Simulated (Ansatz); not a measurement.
# C2H3AlF3N: the cost of one run

Computed with Ansatz 0.2.0, Gaussian basis. Level: unrestricted cation, the program's frozen cores in correlated methods.

Levels to be run: UKS PBE-D4/def2-TZVPP; UKS r2SCAN-D4/def2-TZVPP; UKS PBE0-D4/def2-TZVPP; UKS B3LYP-D4/def2-TZVPP; UKS wB97X-V/def2-TZVPP; UKS wB97M-V/def2-TZVPP; UKS B2PLYP/def2-TZVPP; UHF-CCSD(T)/def2-TZVPP; UHF-MP2/def2-QZVPP; extrapolation to the limit; then −ε(HOMO) from the neutral's earlier runs with LDA (SPW92), PBE-D4, revPBE-D4, BLYP-D4, r2SCAN-D4, B97M-V, PBE0-D4, B3LYP-D4, r2SCANh-D4, r2SCAN0-D4, HSE06-D4, BHLYP-D4, CAM-B3LYP-D4, LC-ωPBE, ωB97X-V, ωB97M-V.

**1. The relaxed structure**

The geometry comes from an earlier relaxation with PBE0-D4 in a triple-zeta def2 set; it is a stationary point, not always the lowest conformer.

10 atoms, charge 0, spin multiplicity 1.

Atoms are counted from 1 here; the program's logs count them from 0.

Bond lengths: C1–C2 1.440 Å, C1–H8 1.091 Å, C1–H9 1.091 Å, C1–H10 1.091 Å, C2–N3 1.141 Å, N3–Al4 1.976 Å, Al4–F5 1.653 Å, Al4–F6 1.653 Å, Al4–F7 1.653 Å. Angles: C2–C1–H8 109.5°, C2–C1–H9 109.5°, C2–C1–H10 109.5°, H8–C1–H9 109.5°, H8–C1–H10 109.5°, H9–C1–H10 109.5°, C1–C2–N3 180.0°, C2–N3–Al4 180.0°, N3–Al4–F5 100.7°, N3–Al4–F6 100.7°, N3–Al4–F7 100.7°, F5–Al4–F6 116.6°, F5–Al4–F7 116.6°, F6–Al4–F7 116.6°.

**2. Cation, UKS PBE-D4/def2-TZVPP**

The input, in.yaml:

```yaml
crystal:
  periodic: [false, false, false]
  atoms:
    - {symbol: C, position_ang: [-0.166812, -1.192201, 1.853876]}
    - {symbol: C, position_ang: [-0.052286, -0.418203, 0.645413]}
    - {symbol: N, position_ang: [0.038248, 0.195229, -0.312485]}
    - {symbol: Al, position_ang: [0.194617, 1.257690, -1.971518]}
    - {symbol: F, position_ang: [1.834707, 1.269606, -2.176181]}
    - {symbol: F, position_ang: [-0.502340, 2.678391, -1.494129]}
    - {symbol: F, position_ang: [-0.675599, 0.321670, -3.019684]}
    - {symbol: H, position_ang: [-0.618850, -2.158720, 1.625299]}
    - {symbol: H, position_ang: [-0.793288, -0.657942, 2.570018]}
    - {symbol: H, position_ang: [0.824802, -1.346620, 2.282292]}
basis:
  gaussian: {orbitals: def2-TZVPP}
total_charge: 1
magnetization: {spin_polarized: true, initial_magnetization: 1}
hamiltonian: {xc: pbe, dispersion: d4}
```

Started as:

```
> ansatz run in.yaml --threads 2 --pin off --events-out ev --progress --plain --max-ram 32768MiB --backend cpu
```

**Question.** How long does this run take on 2 threads of AMD EPYC 7R13, shared host, and how much memory does it need?

About 93 s, with a peak of 0.93 GiB.
